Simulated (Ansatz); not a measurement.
# CH8BF2NSi: the cost of one run

Method: UKS revPBE/STO-3G, in Ansatz 0.2.0.

**1. The starting structure**

Bond lengths: B1–N2 1.810 Å, N2–C3 1.444 Å, B1–F4 1.348 Å, B1–F5 1.353 Å, B1–Si7 2.273 Å, N2–H8 1.013 Å, C3–H9 1.093 Å, C3–H10 1.092 Å, C3–H11 1.089 Å, Si7–H12 1.489 Å, Si7–H13 1.461 Å, Si7–H14 1.470 Å. Angles (14 of 21 angles, heavy atoms first): B1–N2–C3 121.2°, N2–B1–F4 106.3°, N2–B1–F5 105.3°, N2–B1–Si7 91.9°, F4–B1–F5 113.4°, F4–B1–Si7 117.3°, F5–B1–Si7 118.4°, B1–N2–H8 111.7°, C3–N2–H8 113.4°, N2–C3–H9 111.9°, N2–C3–H10 109.5°, N2–C3–H11 108.8°, B1–Si7–H12 116.7°, B1–Si7–H13 112.4°.

Structure file:

```xyz
14

B    -0.6691    1.0664   -0.0685
N     0.1551   -0.1908    0.9387
C    -0.5441   -1.3784    1.3709
F    -1.9400    0.6470   -0.2320
F    -0.5696    2.2143    0.6411
H     0.8531   -0.2464   -0.1935
Si    0.7710    0.7333   -1.7959
H     0.7259    0.2262    1.6642
H     0.1460   -2.1661    1.6833
H    -1.1976   -1.1307    2.2103
H    -1.1638   -1.7394    0.5510
H     2.2073    0.5588   -1.4454
H     0.7923    1.8578   -2.7277
H     0.4335   -0.4522   -2.5965
```

**2. Run 1**

150 steps of 0.5 fs at constant energy, with velocities drawn for 100 K.

input.yaml

```yaml
crystal:
  periodic: [false, false, false]
  atoms:
    - { symbol: B, position_ang: [-0.6691, 1.0664, -0.0685] }
    - { symbol: "N", position_ang: [0.1551, -0.1908, 0.9387] }
    - { symbol: C, position_ang: [-0.5441, -1.3784, 1.3709] }
    - { symbol: F, position_ang: [-1.94, 0.647, -0.232] }
    - { symbol: F, position_ang: [-0.5696, 2.2143, 0.6411] }
    - { symbol: H, position_ang: [0.8531, -0.2464, -0.1935] }
    - { symbol: Si, position_ang: [0.771, 0.7333, -1.7959] }
    - { symbol: H, position_ang: [0.7259, 0.2262, 1.6642] }
    - { symbol: H, position_ang: [0.146, -2.1661, 1.6833] }
    - { symbol: H, position_ang: [-1.1976, -1.1307, 2.2103] }
    - { symbol: H, position_ang: [-1.1638, -1.7394, 0.551] }
    - { symbol: H, position_ang: [2.2073, 0.5588, -1.4454] }
    - { symbol: H, position_ang: [0.7923, 1.8578, -2.7277] }
    - { symbol: H, position_ang: [0.4335, -0.4522, -2.5965] }
magnetization:
  spin_polarized: true
basis:
  gaussian: { orbitals: STO-3G }
hamiltonian:
  xc: revpbe
md:
  timestep: 0.5
  n_steps: 150
  ensemble: nve
  temperature: 100.0
  initial_velocities: maxwell_boltzmann
  seed: 973009
```

The run is started by

```console
$ ansatz run input.yaml --threads 1 --pin off --max-ram 2048MiB --backend cpu --events-out ev --progress --plain --runs-dir out
```

**Question.** How long does this run take on 1 thread of Intel Xeon 6975P-C (Granite Rapids), shared host, and how much memory does it need?

About 6.5 min, with a peak of 0.14 GiB.
